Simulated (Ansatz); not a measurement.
# C6H4Se4: up Jacob's ladder to CCSD(T)

How much do the methods differ for C6H4Se4? The plan is to run it at one geometry with functionals of several rungs and with coupled cluster, and see how far each lands from CCSD(T) at the basis-set limit for the atomisation energy.

The runs use Ansatz 0.2.0, Gaussian basis; functionals in def2-TZVPP, the program's frozen cores in correlated methods.

Levels to be run: LDA (SPW92), PBE-D4, revPBE-D4, BLYP-D4, r2SCAN-D4, B97M-V, PBE0-D4, B3LYP-D4, r2SCANh-D4, r2SCAN0-D4, HSE06-D4, BHLYP-D4, CAM-B3LYP-D4, LC-ωPBE, ωB97X-V, ωB97M-V, B2PLYP, PBE-QIDH; CCSD(T)/def2-SVP; CCSD(T)/def2-TZVPP; MP2/def2-QZVPP; extrapolation to the limit; RPA on PBE.

### 1 The geometry

An earlier PBE0-D4 in a triple-zeta def2 set relaxation fixed the geometry.

SMILES `C1=C[Se]C(=C2[Se]C=C[Se]2)[Se]1`, 14 atoms, charge 0, spin multiplicity 1.

Atoms are counted from 1 here; the program's logs count them from 0.

Bond lengths: C1–C2 1.328 Å, C1–Se10 1.881 Å, C1–H11 1.083 Å, C2–Se3 1.881 Å, C2–H12 1.083 Å, Se3–C4 1.896 Å, C4–C5 1.338 Å, C4–Se10 1.896 Å, C5–Se6 1.896 Å, C5–Se9 1.896 Å, Se6–C7 1.881 Å, C7–C8 1.328 Å, C7–H13 1.083 Å, C8–Se9 1.881 Å, C8–H14 1.083 Å. Angles: C2–C1–Se10 119.4°, C2–C1–H11 123.7°, Se10–C1–H11 116.8°, C1–C2–Se3 119.4°, C1–C2–H12 123.7°, Se3–C2–H12 116.8°, C2–Se3–C4 92.6°, Se3–C4–C5 123.1°, Se3–C4–Se10 113.7°, C5–C4–Se10 123.1°, C4–C5–Se6 123.1°, C4–C5–Se9 123.1°, Se6–C5–Se9 113.8°, C5–Se6–C7 92.6°, Se6–C7–C8 119.4°, Se6–C7–H13 116.8°, C8–C7–H13 123.7°, C7–C8–Se9 119.4° and more.

Geometry (Å):

```csv
atom,x (Å),y (Å),z (Å)
C1,2.5111,-0.7791,-2.0752
C2,3.1730,-0.4605,-0.9691
Se3,2.2731,0.4300,0.4216
C4,0.5838,0.2025,-0.4077
C5,-0.5762,0.4051,0.2281
Se6,-0.6827,0.9466,2.0416
C7,-2.5142,0.5329,2.1480
C8,-3.1761,0.2140,1.0420
Se9,-2.2654,0.1845,-0.6033
Se10,0.6904,-0.3320,-2.2233
H11,2.9653,-1.2683,-2.9276
H12,4.2264,-0.6611,-0.8202
H13,-2.9738,0.5964,3.1262
H14,-4.2348,-0.0111,1.0189
```

### 2 LDA

This LDA is Slater exchange with PW92 correlation.

The input, in.yaml:

```yaml
crystal:
  periodic: [false, false, false]
  atoms:
    - {symbol: C, position_ang: [2.511147, -0.779135, -2.075202]}
    - {symbol: C, position_ang: [3.173040, -0.460483, -0.969104]}
    - {symbol: Se, position_ang: [2.273106, 0.430042, 0.421580]}
    - {symbol: C, position_ang: [0.583779, 0.202455, -0.407684]}
    - {symbol: C, position_ang: [-0.576210, 0.405068, 0.228096]}
    - {symbol: Se, position_ang: [-0.682708, 0.946621, 2.041574]}
    - {symbol: C, position_ang: [-2.514235, 0.532942, 2.147996]}
    - {symbol: C, position_ang: [-3.176091, 0.214047, 1.041955]}
    - {symbol: Se, position_ang: [-2.265436, 0.184541, -0.603272]}
    - {symbol: Se, position_ang: [0.690425, -0.331979, -2.223266]}
    - {symbol: H, position_ang: [2.965334, -1.268311, -2.927568]}
    - {symbol: H, position_ang: [4.226443, -0.661117, -0.820165]}
    - {symbol: H, position_ang: [-2.973780, 0.596388, 3.126205]}
    - {symbol: H, position_ang: [-4.234804, -0.011102, 1.018876]}
basis:
  gaussian: {orbitals: def2-TZVPP}
hamiltonian: {xc: lda}
output: {orbitals: {seedname: orbitals}}
```

Launch:

```console
> ansatz run in.yaml --threads 4 --pin off --events-out ev --progress --plain --max-ram 46080MiB --backend cuda --devices 0, --max-vram 37GiB
```

After this run come: PBE-D4 (GGA); revPBE-D4 (GGA); BLYP-D4 (GGA); r2SCAN-D4 (meta-GGA); B97M-V (meta-GGA); PBE0-D4 (hybrid); B3LYP-D4 (hybrid); r2SCANh-D4 (hybrid); r2SCAN0-D4 (hybrid); HSE06-D4 (hybrid); BHLYP-D4 (hybrid); CAM-B3LYP-D4 (range-separated); LC-ωPBE (range-separated); ωB97X-V (range-separated); ωB97M-V (range-separated); B2PLYP (double hybrid); PBE-QIDH (double hybrid); CCSD(T) in def2-SVP; CCSD(T) in def2-TZVPP; MP2 in def2-QZVPP; RPA on PBE orbitals.

Before running them: what should the planned runs give, taken together? Wanted: atomisation energy, CCSD(T)/CBS; farthest beyond LDA; mean size of error, GGA; mean size of error, meta-GGA; mean size of error, hybrid; mean size of error, range-separated; mean size of error, double hybrid; gap, smallest and largest; T1 diagnostic.

As calculated:

| quantity | value |
| --- | --- |
| atomisation energy, CCSD(T)/CBS | 59.777 eV |
| functionals within 0.598 eV (1.0 %) | BLYP-D4, B97M-V, B3LYP-D4, r2SCANh-D4, ωB97X-V, ωB97M-V, PBE-QIDH |
| farthest beyond LDA | PBE-D4 (+3.229 eV) |
| mean size of error, GGA | 1.632 eV |
| mean size of error, meta-GGA | 0.320 eV |
| mean size of error, hybrid | 1.134 eV |
| mean size of error, range-separated | 0.522 eV |
| mean size of error, double hybrid | 0.625 eV |
| gap, smallest and largest | 1.90 eV (LDA (SPW92)), 8.20 eV (LC-ωPBE) |
| T1 diagnostic | 0.0127 |
| triples share of the correlation energy | 5.0 % |

What this shows: LDA overbinds by 11.941 eV (20 %). PBE-D4 is off by +3.229 eV. Double hybrids carry the basis error of their MP2 part in triple zeta, and no dispersion term here, so their miss is partly the set-up's. The rungs meta-GGA, range-separated miss on average by less than the doubt on the reference (0.598 eV), so they tie. The reference freezes the cores and leaves out relativity and excitations past (T), and its outer-core shells are covered unevenly, so misses under about 0.598 eV can't be ranked. All levels share the lack of spin-orbit coupling, which lowers the free heavy atoms and so the true binding. Hartree-Fock recovers 65 % of the binding; the rest is correlation. CCSD(T) in def2-SVP is off by -4.125 eV, so the small basis spoils what the method gains. Orbital gaps span 1.9 to 8.2 eV; exact exchange widens them. The restricted reference is unstable towards a spin-broken one. Correlated methods include outer-core shells of Se, which these sets cover unevenly.
